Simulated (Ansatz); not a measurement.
# FH2IO2Zr: small, medium and large basis sets

An exercise on one series of results from a longer session: the logs are not shown, and one member is left open.

Computed with Ansatz 0.2.0, Gaussian basis. Level: one geometry, several basis sets.

Levels to be run: PBE0-D4/def2-SVP; ωB97M-V/def2-SVP; PBE0-D4/def2-QZVPP; ωB97M-V/def2-QZVPP; the functionals' def2-TZVPP values are taken from earlier runs.

## The geometry

The geometry comes from an earlier relaxation with PBE0-D4 in a triple-zeta def2 set; it is a stationary point, not always the lowest conformer. Zr, I take the def2 core potential; no spin-orbit term is included.

SMILES `[OH][Zr]([OH])([F])[I]`, 7 atoms, charge 0, spin multiplicity 1.

Atoms are counted from 1 here; the program's logs count them from 0.

Bond lengths: O1–Zr2 1.897 Å, O1–H6 0.953 Å, Zr2–O3 1.897 Å, Zr2–F4 1.902 Å, Zr2–I5 2.748 Å, O3–H7 0.953 Å. Angles: Zr2–O1–H6 170.6°, O1–Zr2–O3 111.1°, O1–Zr2–F4 108.6°, O1–Zr2–I5 109.2°, O3–Zr2–F4 108.6°, O3–Zr2–I5 109.2°, F4–Zr2–I5 110.1°, Zr2–O3–H7 170.3°.

Set-up of the first run:

Input file in.yaml:

```yaml
crystal:
  periodic: [false, false, false]
  atoms:
    - {symbol: O, position_ang: [0.259244, 1.120842, 1.237297]}
    - {symbol: Zr, position_ang: [-0.042368, -0.408115, 0.155052]}
    - {symbol: O, position_ang: [0.443333, -0.075903, -1.648816]}
    - {symbol: F, position_ang: [1.020683, -1.840243, 0.816510]}
    - {symbol: I, position_ang: [-2.704342, -1.079587, 0.263804]}
    - {symbol: H, position_ang: [0.410067, 1.968519, 1.645791]}
    - {symbol: H, position_ang: [0.674681, 0.246288, -2.515338]}
basis:
  gaussian: {orbitals: def2-SVP}
hamiltonian: {xc: pbe0, dispersion: d4}
output: {orbitals: {seedname: orbitals}}
```

Steps of the session up to this table: PBE0-D4 in def2-SVP; ωB97M-V in def2-SVP; PBE0-D4 in def2-QZVPP; ωB97M-V in def2-QZVPP.

One table of the session follows, with a row left open; its other results are not shown here.

It belongs to the step «Density functionals: the series». 

```
functional       basis  HOMO (eV)
   PBE0-D4    def2-SVP      -7.48
   PBE0-D4  def2-TZVPP      -7.57
   PBE0-D4  def2-QZVPP      -7.59
   ωB97M-V    def2-SVP          ?
   ωB97M-V  def2-TZVPP      -9.65
   ωB97M-V  def2-QZVPP      -9.67
```

Q: Estimate the row for ωB97M-V, def2-SVP from the others.

As computed: HOMO (eV): -9.53. In the column «HOMO (eV)» it lies between ωB97M-V, def2-TZVPP (-9.65) and PBE0-D4, def2-QZVPP (-7.59).
